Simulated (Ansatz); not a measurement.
# H₇N₃OZr: small, medium and large basis sets

An exercise on one series of results from a longer session: the logs are not shown, and one member is left open.

Method: one geometry, several basis sets; program: Ansatz 0.2.0, Gaussian basis.

Levels to be run: PBE0-D4/def2-SVP; ωB97M-V/def2-SVP; PBE0-D4/def2-QZVPP; ωB97M-V/def2-QZVPP; the functionals' def2-TZVPP values are taken from earlier runs.

1 further run of the same task is left out (for a known fault of the program). Runs told in other sessions of the task aren't counted.

## The relaxed structure

The geometry comes from an earlier relaxation with PBE0-D4 in a triple-zeta def2 set; it is a stationary point, not always the lowest conformer. Zr takes the def2 core potential; no spin-orbit term is included.

SMILES `[NH2][Zr]([NH2])([NH2])[OH]`, 12 atoms, charge 0, spin multiplicity 1.

Atoms are counted from 1 here; the program's logs count them from 0.

Bond lengths: N1–Zr2 2.046 Å, N1–H6 1.011 Å, N1–H7 1.010 Å, Zr2–N3 2.046 Å, Zr2–N4 2.046 Å, Zr2–O5 1.935 Å, N3–H8 1.010 Å, N3–H9 1.011 Å, N4–H10 1.011 Å, N4–H11 1.010 Å, O5–H12 0.951 Å. Angles: Zr2–N1–H6 126.0°, Zr2–N1–H7 124.9°, H6–N1–H7 108.6°, N1–Zr2–N3 106.6°, N1–Zr2–N4 106.8°, N1–Zr2–O5 112.1°, N3–Zr2–N4 106.7°, N3–Zr2–O5 112.2°, N4–Zr2–O5 112.0°, Zr2–N3–H8 124.9°, Zr2–N3–H9 126.0°, H8–N3–H9 108.6°, Zr2–N4–H10 126.0°, Zr2–N4–H11 124.9°, H10–N4–H11 108.6°, Zr2–O5–H12 179.2°.

The first run:

File in.yaml:

```yaml
crystal:
  periodic: [false, false, false]
  atoms:
    - {symbol: N, position_ang: [1.022608, 1.041648, 1.309450]}
    - {symbol: Zr, position_ang: [-0.026051, 0.161577, -0.211401]}
    - {symbol: N, position_ang: [-1.834359, -0.394009, 0.568439]}
    - {symbol: N, position_ang: [0.963591, -1.564439, -0.689036]}
    - {symbol: O, position_ang: [-0.218131, 1.334534, -1.738200]}
    - {symbol: H, position_ang: [1.816971, 1.658143, 1.204554]}
    - {symbol: H, position_ang: [0.747272, 1.034004, 2.281456]}
    - {symbol: H, position_ang: [-2.092432, -1.339539, 0.813560]}
    - {symbol: H, position_ang: [-2.652828, 0.194132, 0.648013]}
    - {symbol: H, position_ang: [0.880842, -2.075732, -1.557263]}
    - {symbol: H, position_ang: [1.714938, -1.968551, -0.147850]}
    - {symbol: H, position_ang: [-0.322412, 1.918242, -2.481713]}
basis:
  gaussian: {orbitals: def2-SVP}
hamiltonian: {xc: pbe0, dispersion: d4}
output: {orbitals: {seedname: orbitals}}
```

Run with:

```bash
> ansatz run in.yaml --threads 4 --pin off --events-out ev --progress --plain --max-ram 11315MiB
```

Among the steps run: PBE0-D4 in def2-SVP; ωB97M-V in def2-SVP; PBE0-D4 in def2-QZVPP; ωB97M-V in def2-QZVPP.

One of the session's tables, all rows but one given; the rest of the session is left out.

It belongs to the step «Density functionals: the series». 

```
functional       basis  HOMO (eV)  LUMO (eV)
   PBE0-D4    def2-SVP      -6.48       0.19
   PBE0-D4  def2-TZVPP      -6.72      -0.05
   PBE0-D4  def2-QZVPP      -6.78      -0.20
   ωB97M-V    def2-SVP      -8.84       1.18
   ωB97M-V  def2-TZVPP      -9.09       0.86
   ωB97M-V  def2-QZVPP          ?          ?
```

**Question.** Estimate the row for ωB97M-V, def2-QZVPP.

As computed: HOMO (eV): -9.15; LUMO (eV): 0.59. In the column «HOMO (eV)» it is the lowest.
